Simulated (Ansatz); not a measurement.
# YPd2Sb2 (P4/nmm): the equilibrium volume, part 2 of 2

At what volume is YPd2Sb2 (P4/nmm) free of pressure?

Ansatz 0.2.0; DFT PBEsol, scalar-relativistic, plane waves, PAW. The steps go on from the part before.

**3. Relaxing cell and atoms**

Input file input.yaml:

```yaml
crystal:
  lattice:
    - [4.55376536, 0.0, 0.0]
    - [0.0, 4.55376536, 0.0]
    - [0.0, 0.0, 10.261058054]
  atoms:
    - { symbol: "Y", position: [0.0, 0.5, 0.2424943782] }
    - { symbol: "Y", position: [0.5, 0.0, 0.7575056218] }
    - { symbol: Pd, position: [0.0, 0.0, 0.0] }
    - { symbol: Pd, position: [0.5, 0.5, 0.0] }
    - { symbol: Pd, position: [0.0, 0.5, 0.6253430495] }
    - { symbol: Pd, position: [0.5, 0.0, 0.3746569505] }
    - { symbol: Sb, position: [0.0, 0.0, 0.5] }
    - { symbol: Sb, position: [0.5, 0.5, 0.5] }
    - { symbol: Sb, position: [0.0, 0.5, 0.8725588777] }
    - { symbol: Sb, position: [0.5, 0.0, 0.1274411223] }
basis:
  ecutwfc: 420
kpoints:
  mp_grid: { grid: [8, 8, 4] }
hamiltonian:
  xc: pbesol
scf:
  occupations: { method: gaussian, width: 0.05 }
output:
  forces: true
  stress: true
  eigenvalues: true
relax:
  adjacent_minimum: "off"
  f_tol: 0.01
  max_steps: 50
  cell: { stress_tol: 0.1 }
```

Run with:

```sh
> ansatz run input.yaml --threads 8 --pin off --max-ram 14336MiB --backend cpu --events-out ev --progress --plain --runs-dir out
```

Standard output:

```text
Warning: RAYON_NUM_THREADS=8 ignored (pool sized by the plan → 8); use --threads N
[... 8 set-up lines as earlier in the session ...]
Crystal: 10 atoms, lattice volume = 212.781 Å³
Basis set: ecut = 420 eV, 4155 PW (Γ), exchange–correlation on 64×64×144 points (8 copies of the dense FFT grid, shifted against one another)
Bands: 93, of which v1, the nominal top of the filled ones, is band 77 counted from 1 (76 counted from 0)
[... 2 set-up lines as earlier in the session ...]
k-points: 45 of 256
[... 13 set-up lines as earlier in the session ...]
SCF iter   1: F=—  HF=-60856.509312 eV  |F-HF|=—  |Δ(HF+E_count)|=         —  Δρ=9.06e-3  dr2=2.32e-1  ethr=1.77e-3  ⟨swp⟩=6.0  Hψ=15397  notcnv=0  defer=3
preconditioner: auto → Kerker (q_TF=auto, 2.585 Å⁻¹)  [metal: Δε(μ)=0.016 eV  Ē_g=6.858 eV  σ=0.050 eV  W_gap=0.17  n_scr=56 (ndim 8)  ℏωp=20.7 eV  f_vac=0.000  D(μ)=3.96/eV (n_scr^D=16)]
SCF iter   2: F=—  HF=-60856.476304 eV  |F-HF|=—  |Δ(HF+E_count)|=   3.30e-2  Δρ=3.36e-3  dr2=4.56e-2  ethr=1.51e-4  ⟨swp⟩=2.0  Hψ=5088  notcnv=0  defer=324
SCF iter   3: F=—  HF=-60856.470491 eV  |F-HF|=—  |Δ(HF+E_count)|=   5.81e-3  Δρ=8.30e-4  dr2=7.60e-3  ethr=2.96e-5  ⟨swp⟩=2.0  Hψ=4716  notcnv=0  defer=324
SCF iter   4: F=—  HF=-60856.469599 eV  |F-HF|=—  |Δ(HF+E_count)|=   8.92e-4  Δρ=1.99e-4  dr2=9.75e-4  ethr=4.93e-6  ⟨swp⟩=2.0  Hψ=4502  notcnv=0  defer=324
SCF iter   5: F=—  HF=-60856.469489 eV  |F-HF|=—  |Δ(HF+E_count)|=   1.09e-4  Δρ=8.61e-5  dr2=9.58e-5  ethr=6.33e-7  ⟨swp⟩=2.0  Hψ=4112  notcnv=0  defer=324
SCF iter   6: F=—  HF=-60856.469814 eV  |F-HF|=—  |Δ(HF+E_count)|=   3.25e-4  Δρ=3.02e-5  dr2=1.32e-5  ethr=6.22e-8  ⟨swp⟩=2.1  Hψ=4652  notcnv=0  defer=337
SCF iter   7: F=—  HF=-60856.469812 eV  |F-HF|=—  |Δ(HF+E_count)|=   1.61e-6  Δρ=1.01e-5  dr2=8.91e-7  ethr=8.55e-9  ⟨swp⟩=2.0  Hψ=4036  notcnv=0  defer=342
SCF iter   8: F=-60856.469812 eV  HF=-60856.469812 eV  |F-HF|=7.20e-8  |Δ(HF+E_count)|=   1.43e-7  Δρ=4.12e-6  dr2=8.70e-8  ethr=6.49e-11  ⟨swp⟩=8.2  Hψ=18863  notcnv=0
SCF 1 converged in 8 iterations: F = -60856.469812 eV  dr2 = 8.70e-8
relax step   1: F+E_penalty+E_count = -60856.46981217 eV  Δ(F+E_penalty+E_count) = +0.000e0 eV  max|allowed force component| = 4.591e-1 eV/Å  Δτ_max = 0.0000 Å  P = +1.517 GPa  Ω = 212.781 Å³  (8 SCF iters, dr2 threshold 1.00e-7 eV, accepted)
Crystal: 10 atoms, lattice volume = 217.629 Å³
Basis set: ecut = 420 eV, 4267 PW (Γ), exchange–correlation on 64×64×144 points (8 copies of the dense FFT grid, shifted against one another)
Initial density: handed on by an earlier stage of this run
Initial wavefunctions: those handed on with the density
iter 1 solved again at ethr=1.20e-4 eV; its pass at ethr=3.10e-3 eV (dr2=1.84e-1 eV) is discarded
SCF iter   1: F=—  HF=-60856.544102 eV  |F-HF|=—  |Δ(HF+E_count)|=         —  Δρ=6.98e-3  dr2=1.86e-1  ethr=1.20e-4  ⟨swp⟩=2.2  Hψ=18407  notcnv=0
preconditioner: auto → Kerker (q_TF=auto, 2.575 Å⁻¹)  [metal: Δε(μ)=0.010 eV  Ē_g=6.841 eV  σ=0.050 eV  W_gap=0.11  n_scr=56 (ndim 8)  ℏωp=20.4 eV  f_vac=0.000  D(μ)=4.29/eV (n_scr^D=26)]
SCF iter   2: F=—  HF=-60856.518381 eV  |F-HF|=—  |Δ(HF+E_count)|=   2.57e-2  Δρ=3.59e-3  dr2=5.73e-2  ethr=1.20e-4  ⟨swp⟩=1.2  Hψ=4205  notcnv=0
SCF iter   3: F=—  HF=-60856.507374 eV  |F-HF|=—  |Δ(HF+E_count)|=   1.10e-2  Δρ=6.61e-4  dr2=4.90e-3  ethr=3.72e-5  ⟨swp⟩=2.0  Hψ=5413  notcnv=0
SCF iter   4: F=—  HF=-60856.506827 eV  |F-HF|=—  |Δ(HF+E_count)|=   5.47e-4  Δρ=2.28e-4  dr2=9.65e-4  ethr=3.18e-6  ⟨swp⟩=1.7  Hψ=4441  notcnv=0
SCF iter   5: F=—  HF=-60856.507028 eV  |F-HF|=—  |Δ(HF+E_count)|=   2.01e-4  Δρ=8.48e-5  dr2=1.50e-4  ethr=6.26e-7  ⟨swp⟩=1.8  Hψ=4241  notcnv=0
SCF iter   6: F=—  HF=-60856.507016 eV  |F-HF|=—  |Δ(HF+E_count)|=   1.23e-5  Δρ=3.92e-5  dr2=8.19e-6  ethr=9.72e-8  ⟨swp⟩=1.9  Hψ=4362  notcnv=0
SCF iter   7: F=—  HF=-60856.507015 eV  |F-HF|=—  |Δ(HF+E_count)|=   6.15e-7  Δρ=1.89e-5  dr2=1.92e-6  ethr=5.32e-9  ⟨swp⟩=2.0  Hψ=5312  notcnv=0
SCF iter   8: F=-60856.507015 eV  HF=-60856.507015 eV  |F-HF|=2.25e-8  |Δ(HF+E_count)|=   2.02e-7  Δρ=5.39e-6  dr2=4.45e-8  ethr=6.49e-10  ⟨swp⟩=6.1  Hψ=16078  notcnv=0
SCF 2 converged in 8 iterations: F = -60856.507015 eV  dr2 = 4.45e-8
relax step   2: F+E_penalty+E_count = -60856.50701477 eV  Δ(F+E_penalty+E_count) = -3.720e-2 eV  max|allowed force component| = 1.043e-1 eV/Å  Δτ_max = 0.0518 Å  P = -1.114 GPa  Ω = 217.629 Å³  energy of the carried Pulay correction = -1.413e-3 eV  (8 SCF iters, dr2 threshold 1.00e-6 eV, accepted)
Crystal: 10 atoms, lattice volume = 215.792 Å³
iter 1 solved again at ethr=6.13e-5 eV; its pass at ethr=3.10e-3 eV (dr2=9.44e-2 eV) is discarded
SCF iter   1: F=—  HF=-60856.552754 eV  |F-HF|=—  |Δ(HF+E_count)|=         —  Δρ=3.49e-3  dr2=9.45e-2  ethr=6.13e-5  ⟨swp⟩=2.4  Hψ=17718  notcnv=0
preconditioner: auto → Kerker (q_TF=auto, 2.579 Å⁻¹)  [metal: Δε(μ)=0.006 eV  Ē_g=6.793 eV  σ=0.050 eV  W_gap=0.06  n_scr=56 (ndim 8)  ℏωp=20.5 eV  f_vac=0.000  D(μ)=5.34/eV (n_scr^D=38)]
SCF iter   2: F=—  HF=-60856.545412 eV  |F-HF|=—  |Δ(HF+E_count)|=   7.34e-3  Δρ=2.06e-3  dr2=5.04e-2  ethr=6.13e-5  ⟨swp⟩=1.0  Hψ=4185  notcnv=0
SCF iter   3: F=—  HF=-60856.539219 eV  |F-HF|=—  |Δ(HF+E_count)|=   6.19e-3  Δρ=4.68e-4  dr2=6.26e-3  ethr=3.27e-5  ⟨swp⟩=1.4  Hψ=4215  notcnv=0
SCF iter   4: F=—  HF=-60856.538751 eV  |F-HF|=—  |Δ(HF+E_count)|=   4.68e-4  Δρ=2.83e-4  dr2=6.71e-4  ethr=4.07e-6  ⟨swp⟩=1.2  Hψ=4201  notcnv=0
SCF iter   5: F=—  HF=-60856.538992 eV  |F-HF|=—  |Δ(HF+E_count)|=   2.41e-4  Δρ=8.43e-5  dr2=2.85e-5  ethr=4.36e-7  ⟨swp⟩=2.0  Hψ=5322  notcnv=0
SCF iter   6: F=—  HF=-60856.538989 eV  |F-HF|=—  |Δ(HF+E_count)|=   2.91e-6  Δρ=3.23e-5  dr2=3.50e-6  ethr=1.85e-8  ⟨swp⟩=2.0  Hψ=7466  notcnv=0
SCF iter   7: F=-60856.538988 eV  HF=-60856.538988 eV  |F-HF|=4.71e-7  |Δ(HF+E_count)|=   4.37e-7  Δρ=8.89e-6  dr2=6.08e-7  ethr=6.49e-10  ⟨swp⟩=6.8  Hψ=16756  notcnv=0
SCF 3 converged in 7 iterations: F = -60856.538988 eV  dr2 = 6.08e-7
relax step   3: F+E_penalty+E_count = -60856.53898772 eV  Δ(F+E_penalty+E_count) = -3.197e-2 eV  max|allowed force component| = 9.396e-2 eV/Å  Δτ_max = 0.0340 Å  P = -0.279 GPa  Ω = 215.792 Å³  energy of the carried Pulay correction = -8.813e-4 eV  (7 SCF iters, dr2 threshold 1.00e-6 eV, accepted)
[... 13 lines left out ...]
relax step   4: F+E_penalty+E_count = -60856.56375056 eV  Δ(F+E_penalty+E_count) = -2.476e-2 eV  max|allowed force component| = 6.170e-2 eV/Å  Δτ_max = 0.0530 Å  P = +0.285 GPa  Ω = 214.689 Å³  energy of the carried Pulay correction = -5.599e-4 eV  (8 SCF iters, dr2 threshold 8.14e-7 eV, accepted)
[... 13 lines left out ...]
relax step   5: F+E_penalty+E_count = -60856.59962276 eV  Δ(F+E_penalty+E_count) = -3.587e-2 eV  max|allowed force component| = 1.612e-1 eV/Å  Δτ_max = 0.0662 Å  P = +0.557 GPa  Ω = 214.080 Å³  energy of the carried Pulay correction = -3.816e-4 eV  (8 SCF iters, dr2 threshold 1.00e-6 eV, accepted)
[... 10 lines left out ...]
relax step   6: F+E_penalty+E_count = -60856.60340716 eV  Δ(F+E_penalty+E_count) = -3.784e-3 eV  max|allowed force component| = 5.169e-2 eV/Å  Δτ_max = 0.0055 Å  P = +0.149 GPa  Ω = 214.882 Å³  energy of the carried Pulay correction = -6.162e-4 eV  (6 SCF iters, dr2 threshold 1.00e-6 eV, accepted)
[... 10 lines left out ...]
relax step   7: F+E_penalty+E_count = -60856.60388966 eV  Δ(F+E_penalty+E_count) = -4.825e-4 eV  max|allowed force component| = 6.761e-3 eV/Å  Δτ_max = 0.0094 Å  P = -0.009 GPa  Ω = 215.268 Å³  energy of the carried Pulay correction = -7.289e-4 eV  (6 SCF iters, dr2 threshold 1.67e-7 eV, accepted)
Basis set: ecut = 420 eV, 4245 PW (Γ), exchange–correlation on 60×60×150 points (8 copies of the dense FFT grid, shifted against one another)
Initial wavefunctions: pseudopotential atomic-orbital guess (no wavefunctions were taken with the density)
iter 1 solved again at ethr=5.67e-8 eV; its pass at ethr=3.10e-3 eV (dr2=8.73e-5 eV) is discarded
SCF iter   1: F=—  HF=-60856.606198 eV  |F-HF|=—  |Δ(HF+E_count)|=         —  Δρ=2.04e-4  dr2=4.77e-6  ethr=5.67e-8  ⟨swp⟩=4.0  Hψ=26146  notcnv=0
preconditioner: auto → Kerker (q_TF=auto, 2.580 Å⁻¹)  [metal: Δε(μ)=0.025 eV  Ē_g=6.840 eV  σ=0.050 eV  W_gap=0.27  n_scr=56 (ndim 8)  ℏωp=20.6 eV  f_vac=0.000  D(μ)=7.22/eV (n_scr^D=56)]
SCF iter   2: F=—  HF=-60856.606011 eV  |F-HF|=—  |Δ(HF+E_count)|=   1.87e-4  Δρ=1.03e-4  dr2=1.23e-6  ethr=3.10e-9  ⟨swp⟩=2.0  Hψ=7390  notcnv=0
SCF iter   3: F=—  HF=-60856.606026 eV  |F-HF|=—  |Δ(HF+E_count)|=   1.49e-5  Δρ=1.32e-5  dr2=5.08e-8  ethr=7.99e-10  ⟨swp⟩=2.3  Hψ=7091  notcnv=0
SCF iter   4: F=—  HF=-60856.606026 eV  |F-HF|=—  |Δ(HF+E_count)|=   2.10e-7  Δρ=1.23e-6  dr2=6.22e-9  ethr=3.30e-11  ⟨swp⟩=2.1  Hψ=5566  notcnv=0
SCF iter   5: F=—  HF=-60856.606026 eV  |F-HF|=—  |Δ(HF+E_count)|=  4.29e-10  Δρ=3.09e-7  dr2=1.16e-9  ethr=4.04e-12  ⟨swp⟩=2.0  Hψ=5613  notcnv=0
SCF iter   6: F=-60856.606026 eV  HF=-60856.606026 eV  |F-HF|=1.75e-10  |Δ(HF+E_count)|=  1.46e-10  Δρ=1.28e-7  dr2=1.61e-10  ethr=1.00e-12  ⟨swp⟩=4.3  Hψ=13091  notcnv=0
SCF 8 converged in 6 iterations: F = -60856.606026 eV  dr2 = 1.61e-10
relax step   8: F+E_penalty+E_count = -60856.60602636 eV  Δ(F+E_penalty+E_count) = -2.137e-3 eV  max|allowed force component| = 6.378e-3 eV/Å  Δτ_max = 0.0000 Å  P = +0.013 GPa  Ω = 215.268 Å³  stress off target by 6.74e-2 GPa  SCF on the basis re-selected at this cell (its energy is not comparable with the rows above)  (6 SCF iters)
basis re-selected at this cell: Δ(F+E_penalty+E_count) = -2.137e-3 eV, ΔP = +0.022 GPa vs the last step (what re-selecting the basis moved, of the pressure what is left beyond the Pulay correction that the steps carried, after the strain that the cell walked since its last selection, with what the two solves' SCF thresholds leave and, on support functions, any second-order correction that the steps lacked; it is no measure of the basis error at this ecutwfc). The dense FFT grid was sized anew with the basis: this SCF ran on 30×30×75 points, the steps before it on 32×32×72, so part of this shift can come from that change (see relax.cell in the input reference). This SCF's stress stands 6.74e-2 GPa from its target on what of the cell is left free (relax.cell.stress_tol is 1.00e-1 GPa) and its largest allowed force component is 6.38e-3 eV/Å (relax.f_tol is 1.00e-2 eV/Å): within both
SCF converged after 6 iterations
Free energy (F): -60856.606026 eV
Harris-Foulkes:  -60856.606026 eV  (|F-HF|=1.75e-10)
Internal energy: -60856.597005 eV  (E = F + TS)
E sigma→0 (E₀):  -60856.601516 eV
Entropy (-TS):   -0.009021 eV (-0.902 meV/atom)
Fermi energy:    14.569618 eV
--- Per-component energies (eV) ---
  E_band       = -1544.683482
  E_kinetic    = 3507.889207
  E_local      = -17379.482794  (includes V_loc(G=0)·N_el)
  E_nonlocal   = 2442.766612
  E_hartree    = 7472.171739
  E_xc         = -1571.501090
  E_vxc        = -1637.709912  (∫ρ·V_xc dr)
  E_paw        = -38295.652098  (= ΣΔE_a)
  E_vpaw       = -3422.490850  (= ΣTr[D̂ρ^β])
  E_aug_tail   = 0.000810  (compensation charges beyond the density's cutoff)
  E_ewald      = -17035.624460
  E_core_change = 2.835070  (= ΣΔE_core)
  E_smearing   = -0.009021  (= −TS)
  E_closure    = -0.000000  (closes the sum)
  Σ components = -60856.606026   (vs F -60856.606026, Δ=0.00e0)
--- Forces (eV/Å), atoms counted from 1 ---
  atom   1  Y      0.00000000     0.00000000    -0.00637755
  atom   2  Y      0.00000000     0.00000000     0.00637755
  atom   3  Pd     0.00000000     0.00000000     0.00000000
  atom   4  Pd     0.00000000     0.00000000    -0.00000000
  atom   5  Pd     0.00000000     0.00000000     0.00318062
  atom   6  Pd     0.00000000     0.00000000    -0.00318062
  atom   7  Sb     0.00000000     0.00000000     0.00000000
  atom   8  Sb     0.00000000     0.00000000     0.00000000
  atom   9  Sb     0.00000000     0.00000000     0.00497793
  atom  10  Sb     0.00000000     0.00000000    -0.00497793
  max |Σ_I F_I| component: 1.04e-17 eV/Å
--- Stress (GPa, compression-positive) ---
       -0.014855       0.000000       0.000000
        0.000000      -0.014855       0.000000
        0.000000       0.000000       0.067394
  P = ⅓ Tr σ = 0.0126 GPa (0.126 kbar)
--- Band table (eV; the first three rows and the last of 45) ---
  k-point 0: bands = ["-70.3845", "-70.3844", "-70.0691", "-70.0627", "-36.2571", "-36.2565", "-36.1140", "-36.1140", "-36.1139", "-36.1139", "-35.8889", "-35.8786", "-35.8520", "-35.8520", "-35.8001", "-35.8001", "-28.8263", "-28.8261", "-14.8715", "-14.8035", "-14.7035", "-14.7035", "-14.7022", "-14.6932", "-14.6570", "-14.6570", "-14.6253", "-14.6019", "-14.3889", "-14.3884", "-14.3810", "-14.3810", "-14.3803", "-14.3803", "-14.3794", "-14.3746", "-14.3716", "-14.3685", "-8.8357", "-8.8299", "-8.7770", "-8.7770", "-8.7768", "-8.7768", "2.0700", "3.4521", "4.2502", "6.8095", "8.4630", "8.7686", "9.0172", "9.0172", "9.2916", "9.6915", "9.6915", "10.0248", "10.2647", "10.7803", "10.8231", "10.8231", "11.0653", "11.0653", "11.1621", "11.2612", "11.4194", "11.7268", "12.1749", "12.2224", "12.5712", "12.5712", "12.7291", "13.0515", "13.1248", "13.1248", "14.5351", "14.6247", "15.0729", "15.7302", "15.7302", "15.8034", "16.1343", "16.2165", "16.2165", "16.5501", "16.6592", "17.4225", "17.5130", "17.5530", "17.8068", "17.8068", "18.2078", "18.2078", "18.6321"]
  k-point 1: bands = ["-70.3845", "-70.3844", "-70.0691", "-70.0627", "-36.2571", "-36.2565", "-36.1140", "-36.1140", "-36.1139", "-36.1139", "-35.8889", "-35.8786", "-35.8520", "-35.8520", "-35.8001", "-35.8001", "-28.8263", "-28.8261", "-14.8715", "-14.8035", "-14.7035", "-14.7035", "-14.7022", "-14.6932", "-14.6570", "-14.6570", "-14.6253", "-14.6019", "-14.3889", "-14.3884", "-14.3810", "-14.3810", "-14.3803", "-14.3803", "-14.3794", "-14.3746", "-14.3716", "-14.3685", "-8.8353", "-8.8303", "-8.7771", "-8.7771", "-8.7768", "-8.7768", "2.0767", "3.4158", "4.2874", "6.8097", "8.4146", "8.8633", "9.0075", "9.0075", "9.2264", "9.7319", "9.7319", "10.0146", "10.2647", "10.6678", "10.6678", "10.8007", "11.1608", "11.2102", "11.2102", "11.2624", "11.4337", "11.4543", "12.2223", "12.6200", "12.6200", "12.6824", "12.6980", "13.0118", "13.0118", "13.0515", "14.2400", "14.5367", "15.0661", "15.8977", "15.8977", "15.9925", "16.1540", "16.2636", "16.2636", "16.5485", "16.6607", "17.1741", "17.4033", "17.5577", "17.5577", "17.8128", "18.0313", "18.0313", "18.6906"]
  k-point 2: bands = ["-70.3845", "-70.3844", "-70.0691", "-70.0627", "-36.2571", "-36.2565", "-36.1140", "-36.1140", "-36.1139", "-36.1139", "-35.8889", "-35.8786", "-35.8520", "-35.8520", "-35.8001", "-35.8001", "-28.8263", "-28.8261", "-14.8715", "-14.8035", "-14.7035", "-14.7035", "-14.7022", "-14.6933", "-14.6570", "-14.6570", "-14.6253", "-14.6019", "-14.3889", "-14.3884", "-14.3810", "-14.3810", "-14.3803", "-14.3803", "-14.3794", "-14.3746", "-14.3716", "-14.3685", "-8.8349", "-8.8308", "-8.7771", "-8.7771", "-8.7768", "-8.7768", "2.0836", "3.3820", "4.3220", "6.8100", "8.3759", "8.9983", "8.9983", "9.0233", "9.0854", "9.7764", "9.7764", "10.0047", "10.2648", "10.5606", "10.5606", "10.8277", "11.1595", "11.2637", "11.2679", "11.3027", "11.3027", "11.4906", "12.2222", "12.6653", "12.7425", "12.7425", "12.8274", "12.8274", "13.0515", "13.4327", "13.5185", "14.5382", "15.0595", "15.9428", "16.1426", "16.1426", "16.2682", "16.2682", "16.5106", "16.5469", "16.6622", "16.8802", "17.3083", "17.3083", "17.3857", "17.8586", "17.8586", "17.8840", "18.8009"]
  k-point 44: bands = ["-70.3844", "-70.3844", "-70.0658", "-70.0658", "-36.2566", "-36.2566", "-36.1147", "-36.1147", "-36.1142", "-36.1142", "-35.8833", "-35.8833", "-35.8577", "-35.8577", "-35.7955", "-35.7955", "-28.8237", "-28.8237", "-14.7860", "-14.7860", "-14.7480", "-14.7480", "-14.7099", "-14.7099", "-14.6552", "-14.6552", "-14.6107", "-14.6107", "-14.3869", "-14.3869", "-14.3866", "-14.3866", "-14.3818", "-14.3818", "-14.3722", "-14.3722", "-14.3710", "-14.3710", "-8.8224", "-8.8224", "-8.8129", "-8.8129", "-8.8110", "-8.8110", "4.4928", "4.4928", "4.5348", "4.5348", "7.8953", "7.8953", "8.8672", "8.8672", "10.3135", "10.3135", "10.4627", "10.4627", "10.6033", "10.6033", "10.9623", "10.9623", "11.1380", "11.1380", "11.1726", "11.1726", "11.4686", "11.4686", "11.4691", "11.4691", "11.8572", "11.8572", "11.9326", "11.9326", "12.0074", "12.0074", "12.5587", "12.5587", "13.5733", "13.5733", "16.0091", "16.0091", "16.4768", "16.4768", "17.3241", "17.3241", "17.5749", "17.5749", "18.2412", "18.2412", "18.3742", "18.3742", "19.5116", "19.5116", "20.0841"]
--- Relaxed structure (7 steps of the walk, 7 accepted, 1 SCFs on fresh bases) ---
  F+E_penalty+E_count = -60856.60602636 eV   max|allowed force component| = 6.378e-3 eV/Å   (the final SCF, on the basis selected at the relaxed cell)
  cell:  # Å, volume = 215.2681 Å³
    - [4.408953476869371, 0.0, 0.0]
    - [0.0, 4.408953476869371, 0.0]
    - [0.0, 0.0, 11.074105823783675]
  atoms:
    - { symbol: Y, position: [2.1510022041478127e-35, 0.5, 0.22367662000484387] }
    - { symbol: Y, position: [0.5, 6.608301702451037e-37, 0.7763233799951561] }
    - { symbol: Pd, position: [8.263681278915023e-35, 3.9649810214706224e-36, -1.9019129413395552e-20] }
    - { symbol: Pd, position: [0.5, 0.5, -1.901912941339556e-20] }
    - { symbol: Pd, position: [-2.177435410957616e-35, 0.5, 0.6396636250909072] }
    - { symbol: Pd, position: [0.5, 4.295396106593175e-36, 0.3603363749090928] }
    - { symbol: Sb, position: [-4.952922125987053e-35, -1.3216603404902073e-36, 0.5] }
    - { symbol: Sb, position: [0.5, 0.5, 0.5] }
    - { symbol: Sb, position: [7.302173381208393e-36, 0.5, 0.8684019301370995] }
    - { symbol: Sb, position: [0.5, -7.336688703730762e-53, 0.13159806986290046] }
```

It took 2 min on 8 threads of Arm Neoverse N1, shared host; peak memory 1.5 GiB.

Relaxation path:

```csv
step,energy from step 1 (meV/atom),largest force component (eV/Å),pressure (GPa),volume (Å³/atom)
1,0.0,0.459,1.52,21.278
2,-3.7,0.104,-1.11,21.763
3,-6.9,0.094,-0.28,21.579
4,-9.4,0.062,0.29,21.469
5,-13.0,0.161,0.56,21.408
6,-13.4,0.052,0.15,21.488
7,-13.4,0.007,-0.01,21.527
8,-13.6,0.006,0.01,21.527
```

Step 1 is the start. Step 8 repeats the geometry before it on a plane-wave basis chosen anew for the final cell, which shifts the energy by -0.2 meV/atom.

Read off: volume 21.527 Å³/atom, pressure 0.01 GPa, metallic.

**4. The cell, before and after**

The cell before and after:

| cell as typed | before | after | change |
| --- | --- | --- | --- |
| a (Å) | 4.554 | 4.409 | -3.2 % |
| b (Å) | 4.554 | 4.409 | -3.2 % |
| c (Å) | 10.261 | 11.074 | +7.9 % |
| volume (Å³/atom) | 21.278 | 21.527 | +1.2 % |
| shortest distance (Å) | 2.537 | 2.533 | -0.1 % |
| space group | P4/nmm | P4/nmm | same |

**5. Summary of results**

The summary covers parts 1 to 2. Changes of volume or cell count from the first structure of part 1.

```
         quantity                                                                       value
           volume                                                              21.527 Å³/atom
         pressure                                                                    0.01 GPa
conventional cell  a = 4.409 Å, b = 4.409 Å, c = 11.074 Å, α = 90.00°, β = 90.00°, γ = 90.00°
  gap on the mesh                                                                none (metal)
```

In words: Over the 2 runs shown the cell moved from 21.28 to 21.53 Å³/atom, a change of +1.2 %, where the pressure is zero within 0.01 GPa. Spin–orbit coupling is left out, though the cell holds Sb; it can open a gap where p bands cross.
